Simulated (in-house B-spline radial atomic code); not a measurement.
**Ta⁴⁵⁺: excited configurations in jj coupling**

How much energy does it take to promote electrons of Ta⁴⁵⁺ to other shells? Each configuration is solved by itself and compared with the reference.

Method: Dirac-Hartree-Fock, average of configuration, Fermi nucleus, basis-set limit. Code: in-house B-spline radial atomic code version 1.

## 1. Starting point

| Quantity | Value |
| --- | --- |
| element | tantalum (Z = 73) |
| charge | +45 |
| electrons | 28 |
| configuration | 1s2 2s2 2p6 3s2 3p6 3d10 |
| Hamiltonian | Dirac-Coulomb |
| nucleus | Fermi, rms radius 5.351 fm |

The run's settings:

```ini
Z = 73
electrons = 28.0
configuration = 1s2 2s2 2p6 3s2 3p6 3d10
hamiltonian = dirac
method = hf
spin_polarised = False
nucleus = fermi
rms_radius = 5.3507
mass_number = 181
atomic_mass = 180.947998528
speed_of_light = 137.035999084
```

From the earlier run of the reference: total energy -14220.467749 hartree. Levels, eight at most:

```
orbital  occupation  energy (eV)  <r> (bohr)
  2s1/2           2     -14018.7     0.07811
  2p1/2           2     -13482.4     0.06479
  2p3/2           4     -12202.9     0.07254
  3s1/2           2     -4868.14      0.2000
  3p1/2           2     -4635.14      0.1899
  3p3/2           4     -4342.60      0.2029
  3d3/2           4     -3965.23      0.1772
  3d5/2           6     -3901.36      0.1813
```

## 2. Run with 1s2 2s2 2p6 3s2 3p6 3d-3 3d+6 5f-1

In configurations, a minus sign after the shell means j = l − 1/2 and a plus sign j = l + 1/2; the count of electrons follows.

The settings differ from step 1 so:

```diff
@@ -2,3 +2,3 @@
 electrons = 28.0
-configuration = 1s2 2s2 2p6 3s2 3p6 3d10
+configuration = 1s2 2s2 2p6 3s2 3p6 3d-3 3d+6 5f-1
 hamiltonian = dirac
```

The program writes no log. Results of the run, from its result record (rounded, main fields):

```text
status: converged
iterations: 8
energy [hartree]: {"total": -14118.8548438, "kinetic": 15974.2986949, "nuclear": -32481.2967635, "coulomb": 2610.52256566, "exact_exchange": -222.37934086}
breit [hartree]: {"gaunt": 17.2075, "retardation": -1.765223, "frequency_dependence": -0.3041191}
qed [hartree]: {"self_energy": 13.19862, "uehling": -2.443739, "wichmann_kroll": 0.09506646}
recoil [hartree]: 0.0280798
total_with_corrections [hartree]: -14092.8386639
orbitals [hartree, bohr; first row names the columns]:
  - ["name", "occ", "eps", "<r>"]
  - ["1s1/2", 2.0, -2581.032, 0.018659]
  - ["2s1/2", 2.0, -518.97354, 0.078058]
  - ["2p1/2", 2.0, -499.21372, 0.064717]
  - ["2p3/2", 4.0, -452.33029, 0.072478]
  - ["3s1/2", 2.0, -181.36055, 0.19909]
  - ["3p1/2", 2.0, -172.67692, 0.18901]
  - ["3p3/2", 4.0, -162.06224, 0.20181]
  - ["3d3/2", 3.0, -148.54204, 0.17595]
  - ["3d5/2", 6.0, -146.17427, 0.17996]
  - ["5f5/2", 1.0, -43.95631, 0.65079]
sum_r [bohr^k]: {"-1": 444.9762, "1": 4.454617, "2": 1.230131}
energy_minus_base [hartree]: 101.612905
energy_minus_base_with_corrections [hartree]: 101.476911
```

Run time: 0.32 s. Hardware: 1 thread, shared host.

energy_minus_base is the energy less that of the reference run.

## 3. Configuration 1s2 2s2 2p6 3s2 3p6 3d-3 3d+6 7f-1

The settings differ from step 2 so:

```diff
@@ -2,3 +2,3 @@
 electrons = 28.0
-configuration = 1s2 2s2 2p6 3s2 3p6 3d-3 3d+6 5f-1
+configuration = 1s2 2s2 2p6 3s2 3p6 3d-3 3d+6 7f-1
 hamiltonian = dirac
```

Result record:

```text
status: converged
iterations: 8
energy [hartree]: {"total": -14097.1225537, "kinetic": 15952.4578991, "nuclear": -32412.8326952, "coulomb": 2585.38793878, "exact_exchange": -222.135696281}
breit [hartree]: {"gaunt": 17.20136, "retardation": -1.763969, "frequency_dependence": -0.3041944}
qed [hartree]: {"self_energy": 13.19917, "uehling": -2.443793, "wichmann_kroll": 0.09506855}
recoil [hartree]: 0.02804401
total_with_corrections [hartree]: -14071.110864
orbitals [hartree, bohr; first row names the columns]:
  - ["name", "occ", "eps", "<r>"]
  - ["1s1/2", 2.0, -2581.973, 0.018659]
  - ["2s1/2", 2.0, -519.92231, 0.078058]
  - ["2p1/2", 2.0, -500.16073, 0.064717]
  - ["2p3/2", 4.0, -453.27889, 0.072478]
  - ["3s1/2", 2.0, -182.26313, 0.19902]
  - ["3p1/2", 2.0, -173.575, 0.18894]
  - ["3p3/2", 4.0, -162.96466, 0.20172]
  - ["3d3/2", 3.0, -149.439, 0.17586]
  - ["3d5/2", 6.0, -147.09466, 0.17987]
  - ["7f5/2", 1.0, -22.222843, 1.4197]
sum_r [bohr^k]: {"-1": 444.0384, "1": 5.222144, "2": 3.027173}
energy_minus_base [hartree]: 123.345195
energy_minus_base_with_corrections [hartree]: 123.204711
```

Wall time 0.35 s (1 thread, shared host).

## 4. Run with 1s2 2s2 2p6 3s2 3p6 3d-4 3d+5 5s1

The settings differ from step 3 so:

```diff
@@ -2,3 +2,3 @@
 electrons = 28.0
-configuration = 1s2 2s2 2p6 3s2 3p6 3d-3 3d+6 7f-1
+configuration = 1s2 2s2 2p6 3s2 3p6 3d-4 3d+5 5s1
 hamiltonian = dirac
```

Result record:

```text
status: converged
iterations: 8
energy [hartree]: {"total": -14130.035648, "kinetic": 15995.6634019, "nuclear": -32515.3381216, "coulomb": 2612.18550234, "exact_exchange": -222.546430615}
breit [hartree]: {"gaunt": 17.27873, "retardation": -1.768046, "frequency_dependence": -0.302335}
qed [hartree]: {"self_energy": 13.22097, "uehling": -2.448661, "wichmann_kroll": 0.09525233}
recoil [hartree]: 0.02812561
total_with_corrections [hartree]: -14103.9316139
orbitals [hartree, bohr; first row names the columns]:
  - ["name", "occ", "eps", "<r>"]
  - ["1s1/2", 2.0, -2580.7327, 0.01866]
  - ["2s1/2", 2.0, -518.86141, 0.078066]
  - ["2p1/2", 2.0, -499.24661, 0.064761]
  - ["2p3/2", 4.0, -452.07001, 0.072474]
  - ["3s1/2", 2.0, -181.40222, 0.19907]
  - ["3p1/2", 2.0, -172.99581, 0.18893]
  - ["3p3/2", 4.0, -161.9425, 0.2019]
  - ["3d3/2", 4.0, -148.57623, 0.17598]
  - ["3d5/2", 5.0, -146.15264, 0.18003]
  - ["5s1/2", 1.0, -52.800901, 0.65558]
sum_r [bohr^k]: {"-1": 445.4426, "1": 4.456092, "2": 1.227119}
energy_minus_base [hartree]: 90.4321008
energy_minus_base_with_corrections [hartree]: 90.383961
```

Wall time 0.28 s (1 thread, shared host).

## 5. 1s2 2s2 2p6 3s2 3p-1 3p+4 3d10 7f+1

The settings differ from step 4 so:

```diff
@@ -2,3 +2,3 @@
 electrons = 28.0
-configuration = 1s2 2s2 2p6 3s2 3p6 3d-4 3d+5 5s1
+configuration = 1s2 2s2 2p6 3s2 3p-1 3p+4 3d10 7f+1
 hamiltonian = dirac
```

Result record:

```text
status: converged
iterations: 8
energy [hartree]: {"total": -14072.4367428, "kinetic": 15900.2292945, "nuclear": -32339.9684197, "coulomb": 2588.31130567, "exact_exchange": -221.008923219}
breit [hartree]: {"gaunt": 17.0193, "retardation": -1.744339, "frequency_dependence": -0.3061943}
qed [hartree]: {"self_energy": 13.18248, "uehling": -2.44092, "wichmann_kroll": 0.09493563}
recoil [hartree]: 0.02802214
total_with_corrections [hartree]: -14046.6034537
orbitals [hartree, bohr; first row names the columns]:
  - ["name", "occ", "eps", "<r>"]
  - ["1s1/2", 2.0, -2582.6009, 0.018657]
  - ["2s1/2", 2.0, -519.7223, 0.078041]
  - ["2p1/2", 2.0, -499.95198, 0.064798]
  - ["2p3/2", 4.0, -453.10235, 0.072456]
  - ["3s1/2", 2.0, -181.87398, 0.19918]
  - ["3p1/2", 1.0, -173.91168, 0.18883]
  - ["3p3/2", 4.0, -162.80137, 0.20185]
  - ["3d3/2", 4.0, -148.94986, 0.176]
  - ["3d5/2", 6.0, -146.88774, 0.18008]
  - ["7f7/2", 1.0, -22.183555, 1.4228]
sum_r [bohr^k]: {"-1": 443.0402, "1": 5.214668, "2": 3.03217}
energy_minus_base [hartree]: 148.031006
energy_minus_base_with_corrections [hartree]: 147.712121
```

Run time: 0.37 s. Hardware: 1 thread, shared host.

## 6. 1s2 2s2 2p6 3s2 3p-1 3p+4 3d10 5g+1

The settings differ from step 5 so:

```diff
@@ -2,3 +2,3 @@
 electrons = 28.0
-configuration = 1s2 2s2 2p6 3s2 3p-1 3p+4 3d10 7f+1
+configuration = 1s2 2s2 2p6 3s2 3p-1 3p+4 3d10 5g+1
 hamiltonian = dirac
```

Result record:

```text
status: converged
iterations: 8
energy [hartree]: {"total": -14092.7707662, "kinetic": 15920.5794663, "nuclear": -32405.0340751, "coulomb": 2612.63524008, "exact_exchange": -220.951397465}
breit [hartree]: {"gaunt": 17.01749, "retardation": -1.743793, "frequency_dependence": -0.3061965}
qed [hartree]: {"self_energy": 13.1826, "uehling": -2.440934, "wichmann_kroll": 0.09493618}
recoil [hartree]: 0.02809756
total_with_corrections [hartree]: -14066.9385679
orbitals [hartree, bohr; first row names the columns]:
  - ["name", "occ", "eps", "<r>"]
  - ["1s1/2", 2.0, -2581.7103, 0.018657]
  - ["2s1/2", 2.0, -518.83213, 0.07804]
  - ["2p1/2", 2.0, -499.06237, 0.064798]
  - ["2p3/2", 4.0, -452.21194, 0.072455]
  - ["3s1/2", 2.0, -180.96065, 0.19917]
  - ["3p1/2", 1.0, -173.00171, 0.18882]
  - ["3p3/2", 4.0, -161.88742, 0.20184]
  - ["3d3/2", 4.0, -148.0446, 0.17598]
  - ["3d5/2", 6.0, -145.97681, 0.18007]
  - ["5g9/2", 1.0, -42.517555, 0.59158]
sum_r [bohr^k]: {"-1": 443.9315, "1": 4.383277, "2": 1.124815}
energy_minus_base [hartree]: 127.696983
energy_minus_base_with_corrections [hartree]: 127.377007
```

Run time: 0.34 s. Hardware: 1 thread, shared host.

## 7. All configurations in order

| net move | configuration | energy above the reference (eV) | with Breit, QED, recoil (eV) | largest <r> (bohr) |
| --- | --- | --- | --- | --- |
| 3d5/2 → 5s | 1s2 2s2 2p6 3s2 3p6 3d-4 3d+5 5s1 | 2460.78 | 2459.47 | 0.656 |
| 3d3/2 → 5f5/2 | 1s2 2s2 2p6 3s2 3p6 3d-3 3d+6 5f-1 | 2765.03 | 2761.33 | 0.651 |
| 3d3/2 → 7f5/2 | 1s2 2s2 2p6 3s2 3p6 3d-3 3d+6 7f-1 | 3356.39 | 3352.57 | 1.42 |
| 3p1/2 → 5g9/2 | 1s2 2s2 2p6 3s2 3p-1 3p+4 3d10 5g+1 | 3474.81 | 3466.10 | 0.592 |
| 3p1/2 → 7f7/2 | 1s2 2s2 2p6 3s2 3p-1 3p+4 3d10 7f+1 | 4028.13 | 4019.45 | 1.42 |

**Reading.** At the bottom stands 3d5/2 → 5s (2460.78 eV), at the top 3p1/2 → 7f7/2 (4028.13 eV). 1 of them lies more than 2 % above the ionisation threshold that Koopmans' theorem gives (3901.36 eV), where such states can decay by emitting an electron. These are averages over configurations, without correlation, not spectroscopic levels.
